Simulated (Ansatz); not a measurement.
# Li2Pd: further runs on the relaxed cell

The task here is to estimate one member of a computed series from the others.

Method: DFT r2SCAN, scalar-relativistic, plane waves, PAW, in Ansatz 0.2.0.

1 further run of the same task is left out (set aside as unsound or not needed).

### The system as given

The structure is hexagonal, space group P6/mmm (No. 191). Conventional cell: a = 4.227 Å, b = 4.227 Å, c = 2.677 Å, α = 90.00°, β = 90.00°, γ = 120.00°. Li (site symmetry -6m2) has 5 Li at 2.44 to 2.68 Å and 6 Pd at 2.78 Å as nearest neighbours. Around Pd (site symmetry 6/mmm) lie 2 Pd at 2.68 Å and 12 Li at 2.78 Å.

As a file:

```cif
data_structure
_symmetry_space_group_name_H-M 'P 1'
_symmetry_Int_Tables_number 1
_cell_length_a 4.2273
_cell_length_b 4.2273
_cell_length_c 2.6773
_cell_angle_alpha 90.000
_cell_angle_beta 90.000
_cell_angle_gamma 120.000
_cell_volume 41.43
loop_
_atom_site_label
_atom_site_type_symbol
_atom_site_fract_x
_atom_site_fract_y
_atom_site_fract_z
_atom_site_occupancy
Li1 Li 0.33333 0.66667 0.50000 1
Li2 Li 0.66667 0.33333 0.50000 1
Pd1 Pd 0.00000 0.00000 0.00000 1
```

This cell was relaxed beforehand with the same method: volume 13.81 Å³/atom, gap on the mesh none (metal).

The first run:

Input file input.yaml:

```yaml
crystal:
  lattice:
    - [4.2273004782, 0.0, 0.0]
    - [-2.1136502391, 3.6609496035, 0.0]
    - [0.0, 0.0, 2.6772700928]
  atoms:
    - { symbol: Li, position: [0.3333333333, 0.6666666667, 0.5] }
    - { symbol: Li, position: [0.6666666667, 0.3333333333, 0.5] }
    - { symbol: Pd, position: [0.0, 0.0, 0.0] }
basis:
  ecutwfc: 500
kpoints:
  mp_grid: { grid: [12, 12, 16] }
  band_path:
    path:
      - [[0.0, 0.0, 0.0], [0.5, 0.0, 0.0], [0.33333333, 0.33333333, 0.0], [0.0, 0.0, 0.0], [0.0, 0.0, 0.5], [0.5, 0.0, 0.5], [0.33333333, 0.33333333, 0.5], [0.0, 0.0, 0.5]]
      - [[0.5, 0.0, 0.5], [0.5, 0.0, 0.0]]
      - [[0.33333333, 0.33333333, 0.5], [0.33333333, 0.33333333, 0.0]]
    npoints: 14
hamiltonian:
  xc: r2scan
scf:
  occupations: { method: gaussian, width: 0.1 }
  n_extra_bands: 7
output:
  forces: true
  stress: true
  eigenvalues: true
  populations: true
  dos: { projected: true, de: 0.02, nscf_kmesh: { grid: [18, 18, 24] } }
  bader: true
  write_density: true
  write_potential: true
  elf: true
  volumetric_format: npy
```

The run is started by

```console
$ ansatz run input.yaml --threads 1 --pin off --max-ram 2560MiB --backend cpu --events-out ev --progress --plain --runs-dir out
```

Among the steps run: Electronic structure at the relaxed geometry; Back to the database's cell; Volume × 0.97; Volume × 1.03; Point at V/V0 = 0.94; The cell scaled to 1.06 of its volume; Volume × 0.91; The cell scaled to 1.10 of its volume; Point at V/V0 = 0.88.

One table of the session follows, with a row left open; its other results are not shown here.

It belongs to the step «Equation of state». 

| volume (Å³/atom) | energy above the lowest point (meV/atom) | pressure (GPa) |
| --- | --- | --- |
| 12.154 | 40.0 | 8.65 |
| 12.568 | 21.2 | 5.95 |
| 12.982 | ? | ? |
| 13.397 | 2.1 | 1.67 |
| 13.811 | 0.0 | -0.01 |
| 14.225 | 2.0 | -1.44 |
| 14.640 | 7.4 | -2.68 |
| 15.192 | 19.2 | -4.06 |

**Question.** Estimate the row for volume (Å³/atom) = 12.982.

Worked estimate for «energy above the lowest point (meV/atom)». A straight line through the neighbours (12.568, 21.2) and (13.397, 2.1) gives 21.2 + (2.1 − 21.2) × (12.982 − 12.568) / (13.397 − 12.568) = 11.7; a parabola fitted to 4 rows on both sides gives 8.9.

As computed: energy above the lowest point (meV/atom): 8.9; pressure (GPa): 3.64. In «energy above the lowest point (meV/atom)» the line misses by +2.8 and the parabola by 0.0.
